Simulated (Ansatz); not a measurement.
# Si3As2: the cost of one run

Method: DFT r2SCAN, scalar-relativistic, plane waves, PAW, in Ansatz 0.2.0.

**1. The starting structure**

It takes space group P-3m1 (No. 164, trigonal). Conventional cell: a = 3.971 Å, b = 3.971 Å, c = 6.178 Å, α = 90.00°, β = 90.00°, γ = 120.00°. Si (site symmetry -3m) has 6 As at 2.75 Å as nearest neighbours. Si (site symmetry 3m) has 4 As at 2.39 to 2.47 Å as nearest neighbours. As (site symmetry 3m) has 7 Si at 2.39 to 2.75 Å as nearest neighbours.

Coordinates:

```cif
data_structure
_symmetry_space_group_name_H-M 'P-3m1'
_symmetry_Int_Tables_number 164
_cell_length_a 3.9707
_cell_length_b 3.9707
_cell_length_c 6.1778
_cell_angle_alpha 90.000
_cell_angle_beta 90.000
_cell_angle_gamma 120.000
_cell_volume 84.36
loop_
_atom_site_label
_atom_site_type_symbol
_atom_site_symmetry_multiplicity
_atom_site_Wyckoff_symbol
_atom_site_fract_x
_atom_site_fract_y
_atom_site_fract_z
_atom_site_occupancy
Si1 Si 1 a 0.00000 0.00000 0.00000 1
Si2 Si 2 d 0.33333 0.66667 0.64500 1
As1 As 2 d 0.33333 0.66667 0.24500 1
```

(A quick probe on a coarse mesh, which set the mesh and smearing, is not shown.)

**3. A loose first relaxation**

Contents of input.yaml:

```yaml
crystal:
  lattice:
    - [3.9707491893, 0.0, 0.0]
    - [-1.9853745946, 3.4387696699, 0.0]
    - [0.0, 0.0, 6.1778407437]
  atoms:
    - { symbol: Si, position: [0.0, 0.0, 0.0] }
    - { symbol: Si, position: [0.3333333333, 0.6666666667, 0.645] }
    - { symbol: Si, position: [0.6666666667, 0.3333333333, 0.355] }
    - { symbol: As, position: [0.3333333333, 0.6666666667, 0.245] }
    - { symbol: As, position: [0.6666666667, 0.3333333333, 0.755] }
basis:
  ecutwfc: 500
kpoints:
  mp_grid: { grid: [6, 6, 4] }
hamiltonian:
  xc: r2scan
scf:
  occupations: { method: gaussian, width: 0.1 }
  lower_state_search: "off"
output:
  forces: true
  stress: true
  eigenvalues: true
relax:
  adjacent_minimum: "off"
  f_tol: 0.04
  max_steps: 70
  cell: { stress_tol: 0.4 }
```

On the command line:

```bash
ansatz run input.yaml --threads 1 --pin off --max-ram 2560MiB --backend cpu --events-out ev --progress --plain --runs-dir out
```

What time and memory should one allow on 1 thread of Arm Neoverse V1, shared host?

About 2.5 min, with a peak of 0.61 GiB.
